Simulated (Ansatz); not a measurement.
AsH₄NSi, SMILES N1[SiH2][AsH]1: a ladder of basis sets, run with Ansatz 0.2.0 through its Python package.

Script `basis_ash4nsi.py`:
```python
# -*- coding: utf-8 -*-
'''How the energy of AsH4NSi converges with the basis.'''

import warnings

import ansatz


def main():
    warnings.simplefilter('ignore', ansatz.DeckWarning)

    mol = (
        ansatz.Crystal.molecule()
        .atom('N', [-0.7313, -0.7937, 0.0765])
        .atom('Si', [-0.0586, 0.875, -0.0148])
        .atom('As', [0.9943, -1.1115, -0.4695])
        .atom('H', [-1.2894, -0.8451, -0.7983])
        .atom('H', [-0.5366, 1.6145, -1.2047])
        .atom('H', [0.1738, 1.4469, 1.3277])
        .atom('H', [1.5091, -1.2541, 1.0374])
    )

    model = mol.calculation().functional('hf')

    energies = {}
    for basis in ['cc-pVDZ', 'cc-pVTZ']:
        r = model.basis(gaussian=basis).run(threads=1, pin='off').report
        size = r['n_frozen'] + r['n_occupied'][0] + r['n_virtual'][0]
        energies[basis] = (r['reference_energy_ev'] / 27.211386246, r['free_energy_ev'] / 27.211386246)
        print(f'{basis:14s} {size:4d} orbitals  reference {energies[basis][0]:14.6f} Ha  total {energies[basis][1]:14.6f} Ha')

    last = energies['cc-pVTZ'][1]
    for basis, (_, total) in energies.items():
        print(f'{basis:14s} lies {27.211386 * (total - last):9.4f} eV above cc-pVTZ')


if __name__ == '__main__':
    main()
```

How far does the total energy move along this ladder of basis sets?

Against cc-pVDZ: cc-pVTZ -114.8 mHa. The last step alone is -114.79 mHa. From the first set to the last the time grows from 1.0 to 1.8 s.

What the script printed:

```console
$ python basis_ash4nsi.py
cc-pVDZ          79 orbitals  reference   -2579.831738 Ha  total   -2579.831738 Ha
cc-pVTZ         163 orbitals  reference   -2579.946525 Ha  total   -2579.946525 Ha
cc-pVDZ        lies    3.1235 eV above cc-pVTZ
cc-pVTZ        lies    0.0000 eV above cc-pVTZ
```

The settings weren't tested for convergence. The geometry is a force-field or estimated start, not a minimum of this method, and the last set is no limit. Much of the fall in a total is atomic energy, which cancels in bond and reaction energies. For Al to Cl the sets with a tight d function, cc-pV(X+d)Z, are usual. Timing: 3.8 s on 1 thread of Intel(R) Xeon(R) Processor @ 2.30GHz (shared host), peak memory 0.39 GiB.
